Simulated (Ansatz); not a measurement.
CrCu4NiSn2 under changes of volume

One of the cells (14.592 Å³/atom); the others are scaled copies at fixed shape and fractional positions:

```xyz
8
Lattice="2.1811 1.2593 7.0835 -2.1811 1.2593 7.0835 0.0000 -2.5186 7.0835" Properties=species:S:1:pos:R:3 pbc="T T T"
Sn    0.0000    0.0000   15.9472
Sn    0.0000    0.0000    5.3032
Cu    0.0000    0.0000   18.5711
Cu    0.0000    0.0000    7.9978
Cu    0.0000    0.0000    2.6793
Cu    0.0000    0.0000   13.2525
Ni    0.0000    0.0000   10.6252
Cr    0.0000    0.0000    0.0000
```

The cell comes from a database or a generator and needn't be the stable form of this composition.

* Program: Ansatz 0.2.0
* Functional: PBE
* Potentials or basis: Ansatz PAW
* Cutoff: 420 eV (not typed: the program's choice for these potentials)
* k mesh: 7 × 7 × 7
* Occupations: fermi-dirac, width 0.05 eV
* Spin: collinear spin, ferromagnetic start
* Starting moments: [0.0, 0.0, 0.6, 0.6, 0.6, 0.6, 1.0, 3.0] μB

```csv
volume (Å³/atom),energy over the lowest point (meV/atom),pressure (GPa),moment (μB per cell),largest force (eV/Å)
13.716,25.08,9.0,3.48,0.152
14.008,11.54,5.9,3.55,0.150
14.300,3.38,3.1,3.60,0.149
14.592,0.00,0.7,3.66,0.148
14.884,0.84,-1.5,3.71,0.148
15.176,?,?,?,?
15.467,13.29,-5.1,3.82,0.149
```

Problem. What does the run at 15.176 Å³/atom give?

Solution. Energy over the lowest point 5.43 meV/atom; pressure -3.4 GPa; moment 3.77 μB per cell; largest force 0.148 eV/Å.

Worked out: A Birch-Murnaghan fit of order 3 (a polynomial in V^(-2/3)) to the other rows has its minimum at 14.68 Å³/atom with B0 = V·E''(V) = 112 GPa and B' = 5.1 at fixed shape and positions, which overstates the stiffness. It gives 5.42 meV/atom at 15.176 Å³/atom, against the run's 5.43, and -dE/dV = -3.5 GPa, against -3.4. A straight line through the other rows of the moment, of slope 0.191 μB per Å³/atom, gives 3.77 μB, against the run's 3.77.

Energies are extrapolated to zero smearing.
